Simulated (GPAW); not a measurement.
**CH3BFI (SMILES FCBI), run twice**

Wanted: the charge distribution of CH3BFI, PBE/dzp (scalar-relativistic datasets).

Program for the calculation: GPAW 26.7.0.

4 further runs of the same task are left out: 2 that didn't finish, 2 set aside as unsound or not needed. Runs told in other sessions of the task aren't counted.

## (1) The system as given

The species is CH3BFI (7 atoms), meant as a singlet with charge 0. SMILES: `FCBI`. Geometry: relaxed at GFN2-xTB. This is one conformer, not always the lowest.

Bond lengths: F1–C2 1.381 Å, C2–B3 1.575 Å, B3–I4 2.079 Å, C2–H5 1.099 Å, C2–H6 1.099 Å, B3–H7 1.168 Å. Angles: F1–C2–B3 115.6°, C2–B3–I4 122.6°, F1–C2–H5 106.1°, F1–C2–H6 106.1°, B3–C2–H5 111.1°, B3–C2–H6 111.2°, C2–B3–H7 117.6°, I4–B3–H7 119.8°, H5–C2–H6 106.1°.

## (2) First attempt

The input, CH3BFI.xyz:

```xyz
7

F     -0.170310    -1.627610    -0.535710
C     -0.220110    -0.251270    -0.643820
B      0.216690     0.549230     0.640490
I      0.831470    -0.389510     2.391060
H      0.410520     0.009070    -1.505860
H     -1.251090    -0.005290    -0.934400
H      0.182840     1.715390     0.588240
```

The input, run.py:

```python
import numpy as np
from ase.io import read
from ase.units import Debye
from gpaw import GPAW

# Set up the molecule
atoms = read("CH3BFI.xyz")
atoms.center(vacuum=4.5)

# Calculator
calc = GPAW(mode="lcao", basis="tzp", h=0.2, xc="PBE", maxiter=77, txt="-")
atoms.calc = calc

energy = atoms.get_potential_energy()
print(f"Energy: {energy:.5f} eV")
forces = atoms.get_forces()
print("Forces (eV/Ang)")
for symbol, f in zip(atoms.symbols, forces):
    print(f'{symbol:2} {f[0]:9.4f} {f[1]:9.4f} {f[2]:9.4f}')
dipole = atoms.get_dipole_moment() / Debye
print(f"Dipole: {np.linalg.norm(dipole):.3f} D")
homo, lumo = calc.get_homo_lumo()
print(f"HOMO                    {homo:.3f} eV")
print(f"LUMO: {lumo:.3f} eV")
print(f"Gap: {lumo - homo:.3f} eV")
```

Launch:

```console
$ python3 run.py
```

The log of the run:

```text
__  _  _
 | _ |_)|_||  |
 |__||  | ||/\| - 26.7.0

units:  Angstrom and eV
cores:  1
OpenMP: False

Versions:
  Python: 3.12.14
  ASE:    3.29.0
  Numpy:  2.5.5
  Scipy:  1.18.1
  Libxc:  7.0.0

        _gpaw.cpython-312-aarch64-linux-gnu.so

Input parameters:
  mode=LCAO(),
  basis={'default': 'tzp'},
  h=0.2,
  maxiter=77,
  xc=XC(name='PBE')
FileNotFoundError: Could not find required basis set file "F.tzp.basis".

You need to set the GPAW_SETUP_PATH environment variable to point to
the directories where PAW dataset and basis files are stored.  See
```

Run time: 0.47 s. Hardware: 1 thread of Arm Neoverse V2, shared host; peak memory 0.093 GiB.

## (3) Diagnosis

The program refused the input.

The log says `FileNotFoundError: Could not find required basis set file "F.tzp.basis".`. Cause: a data file that the run needs (basis, dataset or core potential) isn't installed. To mend it, install or generate that file, or choose a functional or basis whose files are there.

## (4) Second attempt

The input, run.xyz:

```xyz
7

F     -0.170310    -1.627610    -0.535710
C     -0.220110    -0.251270    -0.643820
B      0.216690     0.549230     0.640490
I      0.831470    -0.389510     2.391060
H      0.410520     0.009070    -1.505860
H     -1.251090    -0.005290    -0.934400
H      0.182840     1.715390     0.588240
```

The input, sp.py:

```python
import numpy as np
from ase.io import read
from ase.units import Debye
from gpaw import GPAW

# Set up the molecule
atoms = read("run.xyz")
atoms.center(vacuum=4.5)

# GPAW settings
calculator = GPAW(mode="lcao", basis="dzp", h=0.2, xc="PBE", maxiter=100, txt="-")
atoms.calc = calculator

energy = atoms.get_potential_energy()
print(f"Energy = {energy:.5f} eV")
forces = atoms.get_forces()
print("Forces (eV/Ang)")
for symbol, f in zip(atoms.symbols, forces):
    print(f'{symbol:2} {f[0]:9.4f} {f[1]:9.4f} {f[2]:9.4f}')
dipole = atoms.get_dipole_moment() / Debye
print(f"Dipole: {np.linalg.norm(dipole):.3f} D")
homo, lumo = calculator.get_homo_lumo()
print(f"HOMO                    {homo:.3f} eV")
print(f"LUMO = {lumo:.3f} eV")
print(f"Gap: {lumo - homo:.3f} eV")
```

Launch:

```console
$ python3 -u sp.py | tee sp.out
```

The log of the run:

```text
[...]
Number of symmetries: 1
[...]
  Number of IBZ points: 1
[...]
basis functions: 67
Spin-components: 1 (collinear spins)
Bands:           19
[...]
  Valence electrons: 24.0
[...]
  Grid points: [56 60 64]
  Charge: 0.0  # |e|
[...]
    cutoffs:
[...]
occupation numbers:
  # Zero width
[...]
xc functional:
  name: PBE with 2 nearest neighbor stencil
[...]
|iter     |     time |      energy | eigst |  dens |
[...]
|iter:   1| 00:00:03 |  -31.249111 |      c|       |
[...]
|iter:   9| 00:00:07 |  -29.634356c|      c| -4.22c|
Converged in 9 steps
[...]
Energy contributions relative to reference atoms: (reference = -197989.464621)
Energy contributions:
  Kinetic:          40.848011
  Coulomb:         -40.148953
  Zero:              0.568513
  External:          0.000000
  Xc:              -30.901926
  Entropy:           0.000000
  Spinorbit:         0.000000
  ----------------------------
  Free energy:     -29.634356
  Extrapolated:    -29.634356
dipole moment: (-0.021635, 0.224864, -0.058252)  # |e|*Ang
Fermi level: -4.315
Eigenvalues  # (at kpt = [0.000, 0.000, 0.000])
| band index |      eig [eV] | occ [0-2] |
|------------|---------------|-----------|
|          0 |       -29.420 |     2.000 |
|        ... |               |           |
|          4 |       -11.708 |     2.000 |
|          5 |       -11.616 |     2.000 |
|          6 |       -10.137 |     2.000 |
|          7 |        -8.484 |     2.000 |
|          8 |        -7.731 |     2.000 |
|          9 |        -7.304 |     2.000 |
|         10 |        -6.954 |     2.000 |
|         11 |        -6.121 |     2.000 |
|         12 |        -2.509 |     0.000 |
|         13 |         0.323 |     0.000 |
[...]
Gap: 3.612 eV
Transition (v -> c):
[...]
Forces (eV/Ang)
F     0.1375   -1.3728    0.2223
C     0.2542    0.0036    0.7275
B    -0.2549   -0.9712   -0.7426
I     0.1735   -0.2364    0.5035
H     0.4519    0.5303   -0.5766
H    -0.7264    0.5258   -0.1789
H     0.0179    1.4340    0.0787
Dipole: 1.121 D
HOMO                    -6.121 eV
LUMO = -2.509 eV
Gap: 3.612 eV
```

It took 7.7 s on 1 thread of Arm Neoverse V2, shared host; peak memory 0.55 GiB.

## (5) Summary of results

At PBE/dzp (scalar-relativistic datasets):

| quantity | value |
| --- | --- |
| energy as printed (from the program's reference atoms) | -29.6344 eV |
| dipole moment | 1.12 D |
| HOMO energy | -6.12 eV |
| LUMO energy | -2.51 eV |
| HOMO–LUMO gap | 3.61 eV |
